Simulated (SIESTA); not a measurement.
Zr3S2:

```
Zr S
1.0
     2.90254    1.67578    3.48777
    -2.90254    1.67578    3.48777
     0.00000   -3.35156    3.48777
Zr S
3 2
Direct
  0.83873 0.50000 0.16127
  0.50000 0.16127 0.83873
  0.16127 0.83873 0.50000
  0.66502 0.66502 0.66502
  0.33498 0.33498 0.33498
```

The cell comes from a database or a generator and needn't be the stable form of this composition.

Base run:

- Program: SIESTA 5.4.2
- Functional: PBEsol
- Potentials or basis: PseudoDojo 0.4 standard (PBEsol files)
- Basis: DZP (energy shift 0.003 Ry; two zetas on semicore shells)
- Grid cutoff: 800 Ry
- Energy shift: 0.003 Ry
- k mesh: 6 × 6 × 6
- Occupations: fermi-dirac, width 0.05 eV
- Spin: no spin polarisation

Its results: band gap on the k mesh none (metal or under the smearing width); pressure -3.6 GPa; largest force 0.008 eV/Å.

Task: The run is repeated on the same cell with these changes: functional from PBEsol to PBE; potentials or basis from PseudoDojo 0.4 standard (PBEsol files) to PseudoDojo 0.4 standard (PBE files). What comes out?

Result: Band gap on the k mesh none (metal or under the smearing width); pressure 0.6 GPa; largest force 0.072 eV/Å.

Caveats: the basis of atomic orbitals isn't converged, which shifts pressures, moduli and gaps.
